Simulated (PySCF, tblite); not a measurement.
# C₈H₆: vibronic structure

Wanted: vibronic structure for C₈H₆ (`C1=CC2=CC=CC2=C1`).

Computed with tblite 0.8.0 and PySCF 2.14.0 and routines of our own; the level stands in each step. Atoms count from 0.

## Step 1: The starting structure

14 atoms, charge 0, multiplicity 1; geometry from: force field or distance geometry start.

## Step 2: Relaxing the molecule with GFN2-xTB

Job settings and geometry (Å):

```
{"job": {"kind": "relax", "xc": "GFN2-xTB", "basis": "xTB"}, "charge": 0, "multiplicity": 1}
C      2.114800    -0.286400    -0.106400
C      1.565600     0.886400     0.218400
C      0.128700     0.727000     0.205600
C     -1.078000     1.272500     0.357600
C     -2.118400     0.258400     0.103100
C     -1.550700    -0.889300    -0.236400
C     -0.111200    -0.654100    -0.188900
C      1.059600    -1.255200    -0.363500
H      3.173700    -0.448000    -0.161800
H      2.114800     1.791200     0.482100
H     -1.231100     2.309200     0.660100
H     -3.192900     0.394600     0.148300
H     -2.066900    -1.804200    -0.475400
H      1.191300    -2.302700    -0.664900
```

The run is started by

```sh
> OMP_NUM_THREADS=1 python excited_run.py task.json out
```

One launch serves the whole session: the jobs run in the order shown.

Standard output:

```text
step      E/eV     max force
  0    -546.42384    1.901
  1    -546.48954    0.967
  2    -546.51834    0.439
  3    -546.53658    0.330
  4    -546.55315    0.335
  5    -546.56185    0.268
  6    -546.57045    0.203
  7    -546.57633    0.212
  8    -546.57882    0.103
  9    -546.57961    0.065
 10    -546.58007    0.070
 11    -546.58045    0.057
 12    -546.58067    0.042
 13    -546.58079    0.031
 14    -546.58088    0.021
 15    -546.58096    0.022
 16    -546.58101    0.020
 17    -546.58106    0.020
 18    -546.58110    0.024
 19    -546.58114    0.018
 20    -546.58115    0.010
```

It took 0.09 s on 1 thread of Intel Xeon Platinum 8488C, shared host.

Step by step:

```csv
step,energy from step 0 (eV),largest force (eV/Å)
0,0.0000,1.9006
1,-0.0657,0.9670
2,-0.0945,0.4393
3,-0.1127,0.3305
4,-0.1293,0.3352
5,-0.1380,0.2682
6,-0.1466,0.2029
7,-0.1525,0.2123
8,-0.1550,0.1034
9,-0.1558,0.0652
10,-0.1562,0.0701
11,-0.1566,0.0567
12,-0.1568,0.0422
13,-0.1569,0.0315
14,-0.1570,0.0210
15,-0.1571,0.0217
16,-0.1572,0.0196
17,-0.1572,0.0201
18,-0.1573,0.0237
19,-0.1573,0.0185
20,-0.1573,0.0096
```

Close pairs (by a distance rule), those that changed most:

```csv
bond,before (Å),after (Å),change (Å)
C7–H13,1.098,1.076,-0.022
C4–C5,1.325,1.345,+0.021
C6–C7,1.328,1.348,+0.020
C0–C7,1.455,1.474,+0.019
C1–H9,1.091,1.074,-0.017
C1–C2,1.446,1.461,+0.015
C2–C3,1.333,1.348,+0.015
C3–H10,1.091,1.076,-0.015
```

The end geometry stands in the next job.

## Step 3: Harmonic vibrations with GFN2-xTB

Job settings and geometry (Å):

```
{"job": {"kind": "ir", "xc": "GFN2-xTB", "basis": "xTB"}, "charge": 0, "multiplicity": 1}
C      2.126670    -0.284031    -0.106563
C      1.560966     0.889801     0.229204
C      0.114112     0.693026     0.190869
C     -1.081669     1.288108     0.371231
C     -2.126819     0.283626     0.103619
C     -1.560825    -0.890090    -0.231381
C     -0.114374    -0.692917    -0.194558
C      1.081264    -1.287727    -0.376084
H      3.177866    -0.498376    -0.178344
H      2.057488     1.808228     0.481258
H     -1.291918     2.304045     0.657286
H     -3.177928     0.497409     0.177048
H     -2.057260    -1.808622    -0.481808
H      1.291748    -2.302952    -0.663943
```

Standard output:

```text
mode    cm-1     km/mol
  1     136.3      4.15
  2     274.3      0.03
  3     449.3      1.04
  4     485.3      4.28
  5     507.6      0.00
  6     632.8      0.00
  7     657.9      0.00
  8     685.9      0.00
  9     783.9     35.57
 10     795.6      0.05
 11     812.3      2.18
 12     822.4      2.89
 13     842.7      0.04
 14     846.2      0.00
 15     864.5      0.00
 16     883.1      0.00
 17     980.0      6.06
 18    1000.9      0.00
 19    1047.0      5.24
 20    1087.3      0.00
 21    1118.0     13.70
 22    1147.2      0.00
 23    1197.8     15.47
 24    1250.8      0.00
 25    1267.0      6.70
 26    1324.4      0.00
 27    1543.6      0.02
 28    1549.6      8.03
 29    1638.1     27.07
 30    1638.6     44.26
 31    3118.5     23.72
 32    3119.7     12.07
 33    3129.4     39.80
 34    3130.4     39.68
 35    3145.8     62.56
 36    3148.9     28.33
```

Wall time 0.35 s (1 thread of Intel Xeon Platinum 8488C, shared host).

The strongest bands and the atoms that carry them (share of the mass-weighted mode):

```csv
cm⁻¹,km/mol,atoms
784,35.6,"H12 22 %, H9 19 %, H11 13 %, H8 12 %"
1638,27.1,"C2 51 %, C3 30 %"
1639,44.3,"C6 51 %, C7 31 %"
3118,23.7,"H10 79 %, H11 10 %"
3129,39.8,"H8 56 %, H9 20 %, H13 16 %"
3130,39.7,"H11 65 %, H12 16 %, H10 11 %"
3146,62.6,"H9 68 %, H8 19 %"
3149,28.3,"H12 72 %, H11 16 %"
```

## Step 4: Vibronic structure: TDDFT BHandHLYP/def2-SVP

The job, as its differences from that of step 3:

```diff
@@ -1,2 +1,2 @@
-{"job": {"kind": "ir", "xc": "GFN2-xTB", "basis": "xTB"}, "charge": 0, "multiplicity": 1}
+{"job": {"kind": "vib", "xc": "BHandHLYP", "basis": "def2-SVP", "tda": false}, "charge": 0, "multiplicity": 1}
 C      2.126670    -0.284031    -0.106563
```

With the program's defaults for keys left out, this is: TDDFT BHandHLYP/def2-SVP vertical-gradient vibronic structure (displaced harmonic oscillators, Condon), gas phase.

Standard output:

```text
final grid: 56272 points
cycle   1  E = -307.9131422490  dE =  1.940e+00  |g| = 3.292e-01  |ddm| = 4.607e+00
cycle   2  E = -307.9376946004  dE = -2.455e-02  |g| = 2.287e-01  |ddm| = 9.960e-01
cycle   3  E = -307.9496116235  dE = -1.192e-02  |g| = 7.927e-02  |ddm| = 3.728e-01
cycle   4  E = -307.9511629893  dE = -1.551e-03  |g| = 2.901e-02  |ddm| = 1.261e-01
cycle   5  E = -307.9513980837  dE = -2.351e-04  |g| = 6.784e-03  |ddm| = 3.502e-02
cycle   6  E = -307.9514187413  dE = -2.066e-05  |g| = 2.624e-03  |ddm| = 9.949e-03
cycle   7  E = -307.9514328216  dE = -1.408e-05  |g| = 2.300e-03  |ddm| = 1.235e-02
cycle   8  E = -307.9514380188  dE = -5.197e-06  |g| = 6.849e-04  |ddm| = 9.263e-03
cycle   9  E = -307.9514384471  dE = -4.283e-07  |g| = 2.111e-04  |ddm| = 3.158e-03
cycle  10  E = -307.9514384629  dE = -1.574e-08  |g| = 4.516e-05  |ddm| = 4.886e-04
cycle  11  E = -307.9514384636  dE = -7.223e-10  |g| = 2.851e-05  |ddm| = 1.104e-04
converged SCF energy = -307.9514384636

Singlet excitations (eV, f): 1.735 (0.0000)  4.018 (0.1280)  5.604 (0.0001)  5.749 (0.0815)  6.430 (0.0000)  7.122 (0.7820)

State S1  1.7348 eV  f = 0.00000  H->L 1.00
  relaxed dipole 0.001 D, largest gradient of the excitation energy 0.0907 Eh/bohr
  mode    cm-1        S   lambda/meV  Raman
   27   1543.6    2.7232     521.2   1.000
    8    685.9    2.2043     187.5   0.160
   18   1000.9    1.3460     167.0   0.208
   29   1638.1    0.3161      64.2   0.131
    7    657.9    0.5650      46.1   0.038
   30   1638.6    0.1992      40.5   0.082
   24   1250.8    0.2366      36.7   0.057
   26   1324.4    0.1725      28.3   0.047
   22   1147.2    0.0636       9.1   0.013
   16    883.1    0.0519       5.7   0.006
   28   1549.6    0.0063       1.2   0.002
   20   1087.3    0.0077       1.0   0.001
  reorganisation energy 1.1095 eV, total S 7.895, 0-0 0.6253 eV

State S2  4.0179 eV  f = 0.12803  H-1->L 0.95
  relaxed dipole 0.001 D, largest gradient of the excitation energy 0.0766 Eh/bohr
  mode    cm-1        S   lambda/meV  Raman
   24   1250.8    0.8159     126.5   1.000
    8    685.9    1.0248      87.1   0.378
   27   1543.6    0.3590      68.7   0.670
   18   1000.9    0.4043      50.2   0.317
   29   1638.1    0.2135      43.4   0.449
   22   1147.2    0.2956      42.0   0.305
    7    657.9    0.4960      40.5   0.168
   30   1638.6    0.1328      27.0   0.279
   26   1324.4    0.0750      12.3   0.103
  reorganisation energy 0.4997 eV, total S 3.828, 0-0 3.5182 eV
  absorption maximum 3.962 eV, width 0.646 eV

State S6  7.1220 eV  f = 0.78200  H->L+1 0.81, H-2->L 0.12
  relaxed dipole 0.003 D, largest gradient of the excitation energy 0.0565 Eh/bohr
  mode    cm-1        S   lambda/meV  Raman
   27   1543.6    1.4761     282.5   1.000
    8    685.9    0.2727      23.2   0.036
   20   1087.3    0.1110      15.0   0.037
   18   1000.9    0.0590       7.3   0.017
   26   1324.4    0.0152       2.5   0.008
   24   1250.8    0.0139       2.2   0.006
   22   1147.2    0.0133       1.9   0.005
  reorganisation energy 0.3384 eV, total S 1.976, 0-0 6.7836 eV
  absorption maximum 6.976 eV, width 0.410 eV

State T1  0.8356 eV  f = 0.00000  H->L 0.96
  relaxed dipole 0.001 D, largest gradient of the excitation energy 0.0806 Eh/bohr
  mode    cm-1        S   lambda/meV  Raman
   27   1543.6    2.1464     410.8   1.000
   18   1000.9    0.8234     102.2   0.161
    8    685.9    1.1609      98.7   0.107
    7    657.9    0.7947      64.8   0.067
   26   1324.4    0.2461      40.4   0.084
   29   1638.1    0.1693      34.4   0.089
   30   1638.6    0.1072      21.8   0.056
   24   1250.8    0.1300      20.2   0.040
   22   1147.2    0.0503       7.2   0.013
   20   1087.3    0.0186       2.5   0.004
  reorganisation energy 0.8052 eV, total S 5.656, 0-0 0.0305 eV
```

Wall time 25 s (1 thread of Intel Xeon Platinum 8488C, shared host); peak memory 0.7 GiB.

## Step 5: Vibronic structure: TDA BHandHLYP/def2-SVP

The job, as its differences from that of step 4:

```diff
@@ -1,2 +1,2 @@
-{"job": {"kind": "vib", "xc": "BHandHLYP", "basis": "def2-SVP", "tda": false}, "charge": 0, "multiplicity": 1}
+{"job": {"kind": "vib", "xc": "BHandHLYP", "basis": "def2-SVP", "tda": true, "scf": {"max_cycle": 78}, "maxiter": 30, "td_tol": 0.03}, "charge": 0, "multiplicity": 1}
 C      2.126670    -0.284031    -0.106563
```

Method: TDA BHandHLYP/def2-SVP vertical-gradient vibronic structure (displaced harmonic oscillators, Condon), gas phase.

Standard output:

```text
final grid: 56272 points
cycle   1  E = -307.9131422490  dE =  1.940e+00  |g| = 3.292e-01  |ddm| = 4.607e+00
cycle   2  E = -307.9376946004  dE = -2.455e-02  |g| = 2.287e-01  |ddm| = 9.960e-01
cycle   3  E = -307.9496116235  dE = -1.192e-02  |g| = 7.927e-02  |ddm| = 3.728e-01
cycle   4  E = -307.9511629893  dE = -1.551e-03  |g| = 2.901e-02  |ddm| = 1.261e-01
cycle   5  E = -307.9513980837  dE = -2.351e-04  |g| = 6.784e-03  |ddm| = 3.502e-02
cycle   6  E = -307.9514187413  dE = -2.066e-05  |g| = 2.624e-03  |ddm| = 9.949e-03
cycle   7  E = -307.9514328216  dE = -1.408e-05  |g| = 2.300e-03  |ddm| = 1.235e-02
cycle   8  E = -307.9514380188  dE = -5.197e-06  |g| = 6.849e-04  |ddm| = 9.263e-03
cycle   9  E = -307.9514384471  dE = -4.283e-07  |g| = 2.111e-04  |ddm| = 3.158e-03
cycle  10  E = -307.9514384629  dE = -1.574e-08  |g| = 4.516e-05  |ddm| = 4.886e-04
cycle  11  E = -307.9514384636  dE = -7.223e-10  |g| = 2.851e-05  |ddm| = 1.104e-04
converged SCF energy = -307.9514384636

Singlet excitations (eV, f): 1.890 (0.0000)  4.341 (0.1874)  5.632 (0.0001)  5.854 (0.0546)  6.464 (0.0000)  7.208 (0.0009)

State S1  1.8904 eV  f = 0.00000  H->L 0.99
  relaxed dipole 0.001 D, largest gradient of the excitation energy 0.0902 Eh/bohr
  mode    cm-1        S   lambda/meV  Raman
   27   1543.6    2.6494     507.1   1.000
    8    685.9    2.2688     192.9   0.169
   18   1000.9    1.3353     165.7   0.212
   29   1638.1    0.3294      66.9   0.140
   30   1638.6    0.2073      42.1   0.088
    7    657.9    0.5001      40.8   0.034
   24   1250.8    0.2338      36.3   0.058
   26   1324.4    0.1567      25.7   0.044
   22   1147.2    0.0601       8.5   0.013
   16    883.1    0.0598       6.5   0.007
   28   1549.6    0.0062       1.2   0.002
   20   1087.3    0.0067       0.9   0.001
  reorganisation energy 1.0958 eV, total S 7.817, 0-0 0.7946 eV

State S2  4.3408 eV  f = 0.18736  H-1->L 0.89
  relaxed dipole 0.001 D, largest gradient of the excitation energy 0.0673 Eh/bohr
  mode    cm-1        S   lambda/meV  Raman
   24   1250.8    0.6362      98.7   1.000
    8    685.9    0.8506      72.3   0.402
   27   1543.6    0.3018      57.8   0.723
   22   1147.2    0.2424      34.5   0.320
   18   1000.9    0.2637      32.7   0.265
   29   1638.1    0.1506      30.6   0.406
    7    657.9    0.3018      24.6   0.131
   30   1638.6    0.0937      19.0   0.253
   26   1324.4    0.0540       8.9   0.095
   20   1087.3    0.0068       0.9   0.008
  reorganisation energy 0.3813 eV, total S 2.906, 0-0 3.9595 eV
  absorption maximum 4.121 eV, width 0.624 eV

State S4  5.8539 eV  f = 0.05457  H-2->L 0.70, H->L+1 0.27
  relaxed dipole 0.001 D, largest gradient of the excitation energy 0.0569 Eh/bohr
  mode    cm-1        S   lambda/meV  Raman
   27   1543.6    1.5590     298.4   1.000
    8    685.9    0.4965      42.2   0.063
   20   1087.3    0.0891      12.0   0.028
    7    657.9    0.1315      10.7   0.015
   22   1147.2    0.0338       4.8   0.012
   29   1638.1    0.0193       3.9   0.014
   30   1638.6    0.0128       2.6   0.009
   26   1324.4    0.0107       1.8   0.005
   24   1250.8    0.0083       1.3   0.004
   18   1000.9    0.0055       0.7   0.001
  reorganisation energy 0.3825 eV, total S 2.379, 0-0 5.4714 eV
  absorption maximum 5.661 eV, width 0.586 eV

State T1  0.8356 eV  f = 0.00000  H->L 0.96
  relaxed dipole 0.001 D, largest gradient of the excitation energy 0.0806 Eh/bohr
  mode    cm-1        S   lambda/meV  Raman
   27   1543.6    2.1464     410.8   1.000
   18   1000.9    0.8234     102.2   0.161
    8    685.9    1.1609      98.7   0.107
    7    657.9    0.7947      64.8   0.067
   26   1324.4    0.2461      40.4   0.084
   29   1638.1    0.1693      34.4   0.089
   30   1638.6    0.1072      21.8   0.056
   24   1250.8    0.1300      20.2   0.040
   22   1147.2    0.0503       7.2   0.013
   20   1087.3    0.0186       2.5   0.004
  reorganisation energy 0.8052 eV, total S 5.656, 0-0 0.0305 eV
```

Run time: 19 s. Hardware: 1 thread of Intel Xeon Platinum 8488C, shared host; peak memory 0.91 GiB.

These settings were drawn to be risky (BHandHLYP/def2-SVP; tda True; xc BHandHLYP; basis def2-SVP; maxiter 30; td tol 0.03; scf {'max cycle': 78}); the run ended normally, but its values are left out of the summary.

## Step 6: What came out

| quantity | value |
| --- | --- |
| strongest single infrared mode (GFN2-xTB) | 3146 cm⁻¹, 63 km/mol |
| zero-point energy (GFN2-xTB) | 67.3 kcal/mol |
| S1: vertical, reorganisation, 0-0, total S (step 4, TDDFT BHandHLYP/def2-SVP, modes from GFN2-xTB) | 1.73, 1.11, 0.63 eV; 7.9 |
| S2: vertical, reorganisation, 0-0, total S (step 4, TDDFT BHandHLYP/def2-SVP, modes from GFN2-xTB) | 4.02, 0.50, 3.52 eV; 3.8 |
| S6: vertical, reorganisation, 0-0, total S (step 4, TDDFT BHandHLYP/def2-SVP, modes from GFN2-xTB) | 7.12, 0.34, 6.78 eV; 2.0 |

What this shows: No mode is imaginary among the 36: a minimum at this level. GFN2-xTB is a fitted tight-binding method: band positions and strengths are rough. Its intensities can rank the bands wrongly. In step 4 the harmonic model is doubtful. The vibronic model keeps the ground-state modes (from xTB) and shifts them along the gradient alone, so it can miss much of the relaxation that a full optimisation finds.
